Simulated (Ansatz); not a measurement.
**C2H2OTe: up Jacob's ladder to CCSD(T)**

One table from this session's results is given with a row withheld; the runs are named, their logs left out.

Method: functionals in def2-TZVPP, the program's frozen cores in correlated methods; program: Ansatz 0.2.0, Gaussian basis.

Levels to be run: LDA (SPW92), PBE-D4, revPBE-D4, BLYP-D4, r2SCAN-D4, B97M-V, PBE0-D4, B3LYP-D4, r2SCANh-D4, r2SCAN0-D4, HSE06-D4, BHLYP-D4, CAM-B3LYP-D4, LC-ωPBE, ωB97X-V, ωB97M-V, B2PLYP, PBE-QIDH; CCSD(T)/def2-SVP; CCSD(T)/def2-TZVPP; MP2/def2-QZVPP; extrapolation to the limit; RPA on PBE.

## Structure used throughout

All runs share one geometry, relaxed beforehand with PBE0-D4 in a triple-zeta def2 set. Te takes the def2 core potential; no spin-orbit term is included.

6 atoms, charge 0, spin multiplicity 1.

Atoms are counted from 1 here; the program's logs count them from 0.

Bond lengths: Te1–C2 1.959 Å, Te1–H5 1.671 Å, C2–C3 1.423 Å, C3–O4 1.215 Å, C3–H6 1.122 Å. Angles: C2–Te1–H5 95.5°, Te1–C2–C3 119.8°, C2–C3–O4 128.6°, C2–C3–H6 109.3°, O4–C3–H6 121.7°.

Coordinates:

```xyz
6
charge 0, multiplicity 1
Te   -1.2395   -0.1622   -1.3160
C     0.3278    0.3445   -0.2547
C     0.4854   -0.1707    1.0623
O     0.1044    0.3049    2.1132
H    -0.7916    0.6898   -2.6814
H     1.1554   -1.0704    1.0304
```

The first run:

in.yaml reads:

```yaml
crystal:
  periodic: [false, false, false]
  atoms:
    - {symbol: Te, position_ang: [-1.239489, -0.162168, -1.315961]}
    - {symbol: C, position_ang: [0.327849, 0.344517, -0.254726]}
    - {symbol: C, position_ang: [0.485410, -0.170687, 1.062330]}
    - {symbol: O, position_ang: [0.104424, 0.304912, 2.113180]}
    - {symbol: H, position_ang: [-0.791568, 0.689790, -2.681416]}
    - {symbol: H, position_ang: [1.155374, -1.070364, 1.030395]}
basis:
  gaussian: {orbitals: def2-TZVPP}
hamiltonian: {xc: lda}
output: {orbitals: {seedname: orbitals}}
```

Command:

```sh
ansatz run in.yaml --threads 2 --pin off --events-out ev --progress --plain --max-ram 4352MiB
```

Steps of the session up to this table: LDA; PBE-D4 (GGA); revPBE-D4 (GGA); BLYP-D4 (GGA); r2SCAN-D4 (meta-GGA); B97M-V (meta-GGA); PBE0-D4 (hybrid); B3LYP-D4 (hybrid); r2SCANh-D4 (hybrid); r2SCAN0-D4 (hybrid); HSE06-D4 (hybrid); BHLYP-D4 (hybrid); CAM-B3LYP-D4 (range-separated); LC-ωPBE (range-separated); ωB97X-V (range-separated); ωB97M-V (range-separated); B2PLYP (double hybrid); PBE-QIDH (double hybrid).

One table of the session follows, with a row left open; its other results are not shown here.

It belongs to the step «Frontier levels by functional». 

```
  functional  HOMO (eV)  LUMO (eV)  gap (eV)
 LDA (SPW92)          ?          ?         ?
      PBE-D4      -5.48      -4.10      1.37
   revPBE-D4      -5.42      -4.02      1.41
     BLYP-D4      -5.40      -3.93      1.47
   r2SCAN-D4      -5.80      -3.97      1.82
      B97M-V      -5.92      -3.80      2.12
     PBE0-D4      -6.94      -3.21      3.73
    B3LYP-D4      -6.73      -3.38      3.35
  r2SCANh-D4      -6.35      -3.64      2.71
  r2SCAN0-D4      -7.15      -3.13      4.02
    HSE06-D4      -6.54      -3.59      2.95
    BHLYP-D4      -8.21      -2.09      6.12
CAM-B3LYP-D4      -8.32      -2.06      6.26
     LC-ωPBE      -9.62      -1.01      8.61
     ωB97X-V      -9.30      -1.02      8.27
     ωB97M-V      -9.18      -1.09      8.09
```

Q: Estimate the row for LDA (SPW92) from the others.

As computed: HOMO (eV): -5.61; LUMO (eV): -4.34; gap (eV): 1.27. In the column «HOMO (eV)» it lies between r2SCAN-D4 (-5.80) and PBE-D4 (-5.48).
